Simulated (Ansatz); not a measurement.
# GdN (rocksalt): equation of state

An exercise on one series of results from a longer session: the logs are not shown, and one member is left open.

Computed with Ansatz 0.2.0 (DFT HSE06, scalar-relativistic, plane waves, PAW, unless a step's input says otherwise).

**The starting structure**

It takes space group Fm-3m (No. 225, cubic). Conventional cell: a = 4.976 Å, b = 4.976 Å, c = 4.976 Å, α = 90.00°, β = 90.00°, γ = 90.00°. Gd (site symmetry m-3m) is surrounded by 6 N at 2.49 Å. Around N (site symmetry m-3m) lie 6 Gd at 2.49 Å.

As a file:

```cif
data_structure
_symmetry_space_group_name_H-M 'P 1'
_symmetry_Int_Tables_number 1
_cell_length_a 3.5184
_cell_length_b 3.5184
_cell_length_c 3.5184
_cell_angle_alpha 60.000
_cell_angle_beta 60.000
_cell_angle_gamma 60.000
_cell_volume 30.80
loop_
_atom_site_label
_atom_site_type_symbol
_atom_site_fract_x
_atom_site_fract_y
_atom_site_fract_z
_atom_site_occupancy
Gd1 Gd 0.50000 0.50000 0.50000 1
N1 N 0.00000 0.00000 0.00000 1
```

An earlier run at HSE06 left this cell at 15.399 Å³/atom and 0.08 GPa (8×8×8 mesh).

Volume factors to run: 0.980, 1.020, 0.960, 1.040.

Set-up of the first run:

Input file input.yaml:

```yaml
crystal:
  lattice:
    - [0.0, 2.4711912389, 2.4711912389]
    - [2.4711912389, 0.0, 2.4711912389]
    - [2.4711912389, 2.4711912389, 0.0]
  atoms:
    - { symbol: Gd, position: [0.5, 0.5, 0.5], spin: 7.64 }
    - { symbol: "N", position: [0.0, 0.0, 0.0] }
basis:
  ecutwfc: 420
  ecutrho_ratio: 4
kpoints:
  mp_grid: { grid: [8, 8, 8] }
hamiltonian:
  xc: pbe
  hubbard:
    sites:
      - { species: Gd, l: f, u_eff: 6.0, starting_ns: start.occupation_matrices }
    ns_hold: { iters: 6 }
scf:
  occupations: { method: gaussian, width: 0.05 }
  lower_state_search: "off"
output:
  forces: true
  stress: true
  eigenvalues: true
  populations: true
  hubbard: { sites: [{ species: Gd, l: f }] }
magnetization:
  spin_polarized: true
```

The open shells start from the occupation matrices of the run at the neighbouring geometry (file start.occupation_matrices).

Launch:

```
> ansatz run input.yaml --threads 4 --pin off --max-ram 8192MiB --backend cpu --events-out ev --progress --plain --runs-dir out
```

Steps of the session up to this table: A PBE+U start for the hybrid; Volume × 0.980; At 1.020 of the relaxed volume; At 0.960 of the relaxed volume; At 1.040 of the relaxed volume.

One table of the session follows, with a row left open; its other results are not shown here.

It belongs to the step «The fit». 

```
volume (Å³/atom)  energy (meV/atom)  pressure (GPa)
          14.783              13.47            7.20
          15.091                  ?               ?
          15.399               0.00            0.08
          15.707               2.84           -2.94
          16.015              11.11           -5.69
```

Estimate the missing values for volume (Å³/atom) = 15.091.

Worked estimate for «energy (meV/atom)». A straight line through the neighbours (14.783, 13.47) and (15.399, 0.00) gives 13.47 + (0.00 − 13.47) × (15.091 − 14.783) / (15.399 − 14.783) = 6.74; a parabola fitted to 3 rows on both sides gives 3.54.

As computed: energy (meV/atom): 3.29; pressure (GPa): 3.45. In «energy (meV/atom)» the line misses by +3.45 and the parabola by +0.25.

To keep in mind: The program warned that the SCF threshold is loose for the stress of this hybrid run. For a metal under a hybrid functional this mesh is coarse. Warnings in the runs' records: filled band counts differ across k points, stability check not made, stress scf threshold loose, stress exchange threshold loose.
